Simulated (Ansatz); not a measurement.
# GeCN2: equation of state with PBE

The system is GeCN2.

```
Ge N C
1.0
     1.79379    1.03565    4.92196
    -1.79379    1.03565    4.92196
     0.00000   -2.07129    4.92196
Ge N C
1 2 1
Direct
  0.00000 0.00000 0.00000
  0.58390 0.58390 0.58390
  0.41610 0.41610 0.41610
  0.50000 0.50000 0.50000
```

The cell comes from a database or a generator and needn't be the stable form of this composition.

```json
{
  "Program": "Ansatz 0.2.0",
  "Task": "equation of state",
  "Functional": "PBE",
  "Potentials or basis": "all-electron LAPW, scalar-relativistic",
  "Basis error allowed": "0.001 eV/atom",
  "k mesh": "9 × 9 × 9",
  "Occupations": "fermi-dirac, width 0.05 eV",
  "Spin": "no spin polarisation"
}
```

```
Equilibrium volume                        : 13.71 Å³/atom
Bulk modulus at fixed shape and positions : 130 GPa
Pressure derivative of the bulk modulus   : 3.8
```

Energy against volume, from the lowest point:
```csv
volume (Å³/atom),energy (meV/atom)
12.893,21.90
13.167,9.36
13.441,2.22
13.716,0.00
13.990,2.24
14.264,8.53
14.538,18.49
```

All runs of the series together: 7.1 min on 2 threads of Arm Neoverse V2, on a shared host.

Caveat: the cell was scaled at fixed shape and fractional positions, which overstates the stiffness of a crystal with free parameters, most of all of layers and chains.
